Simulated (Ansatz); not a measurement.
Input of an Ansatz 0.2.0 run:

File input.yaml:

```yaml
crystal:
  lattice:
    - [4.432465, 0.0, 0.0]
    - [0.0, 4.432465, 0.0]
    - [0.0, 0.0, 4.432465]
  atoms:
    - { symbol: Se, position: [0.0, 0.0, 0.0] }
    - { symbol: Ga, position: [0.5, 0.5, 0.0] }
    - { symbol: Ga, position: [0.5, 0.0, 0.5] }
    - { symbol: Ga, position: [0.0, 0.5, 0.5] }
hamiltonian:
  xc: rpbe
  pseudopotentials: { kind: paw }
kpoints:
  mp_grid: { grid: [6, 6, 6] }
scf:
  occupations: { method: fermi_dirac, width: 0.05 }
output:
  forces: true
  stress: true
  eigenvalues: true
relax:
  f_tol: 0.01
  max_steps: 40
  cell: { stress_tol: 0.05 }
```

Potentials or basis: Ansatz PAW.

Launch:

```console
$ ansatz run input.yaml --threads 2 --pin off --max-ram 5632MiB --backend cpu --events-out ev --progress --plain --runs-dir out
```

Problem. Estimate the band gap on the k mesh.

Solution. None (metal or under the smearing width).

Problem. Estimate the relaxed cell.

Solution. a = 4.475 Å, b = 4.475 Å, c = 4.475 Å, α = 90.00°, β = 90.00°, γ = 90.00°.

Problem. Estimate the relaxed volume.

Solution. 22.40 Å³/atom.

The path:
| step | energy change (eV) | largest force (eV/Å) | volume (Å³) |
| --- | --- | --- | --- |
| 1 | 0.0000 | 0.0000 | 87.08 |
| 2 | -0.0074 | 0.0000 | 89.25 |
| 3 | -0.0075 | 0.0000 | 89.60 |
| 4 | -0.0079 | 0.0000 | 89.60 |

Caveat: the plane-wave basis is chosen anew once the cell has moved, so the energies of steps on either side of that aren't comparable; the PAW data sets come from PBE, with cores solved anew for the run's functional, which leaves a small shift of forces and pressure.
